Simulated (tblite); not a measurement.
# C6H13BO: the cost of one run

The runs use tblite 0.8.0 and PySCF 2.14.0, with density-fitted response routines of our own; the level of theory stands in each step. All values are computed, except where a source is named. Atoms count from 0, in the outputs and in this text.

## Step 1: The molecule as given

21 atoms, charge 0, multiplicity 1; geometry from: force field or distance geometry start.

Bonds of the start (Å): C0–O1 1.42, O1–C2 1.38, C2–B3 1.60, B3–C4 1.62, C4–C5 1.52, C5–C6 1.53, C6–C7 1.54, C7–B3 1.58, C0–H8 1.11, C0–H9 1.09, C0–H10 1.12, C2–H11 1.12, C2–H12 1.09, C4–H13 1.11, C4–H14 1.09, C5–H15 1.10, C5–H16 1.12, C6–H17 1.11, C6–H18 1.09, C7–H19 1.11, C7–H20 1.08.

## Step 2: Optimising the geometry with GFN2-xTB

Job settings and geometry (Å):

```
{"job": {"kind": "relax", "xc": "GFN2-xTB", "basis": "xTB"}, "charge": 0, "multiplicity": 1}
C      3.423300     0.768600     0.167300
O      2.006900     0.916800     0.183100
C      1.494500    -0.337300    -0.061400
B     -0.096100    -0.204500    -0.053100
C     -1.102300    -1.370000     0.441600
C     -2.469000    -0.711800     0.438700
C     -2.323200     0.486100    -0.496800
C     -1.007000     1.087000     0.016900
H      3.863200     1.762400     0.374900
H      3.699700     0.346000    -0.796200
H      3.647400     0.050000     0.997500
H      1.791800    -0.688500    -1.081100
H      1.853600    -1.068200     0.660700
H     -1.081100    -2.225500    -0.266700
H     -0.797700    -1.617500     1.458000
H     -3.265300    -1.410400     0.152400
H     -2.608300    -0.308800     1.475000
H     -2.108100     0.118100    -1.522200
H     -3.155300     1.185700    -0.416400
H     -1.128300     1.340300     1.088900
H     -0.647500     1.898400    -0.607000
```

Run with:

```
$ OMP_NUM_THREADS=1 python probes_run.py task.json out
```

One launch serves the whole session: the jobs run in the order shown.

**Question.** How long does this first job take on 1 thread of Intel Xeon at 2.50GHz, shared host, and how much memory does it need?

About 2.6 s, with a peak of 0.18 GiB.
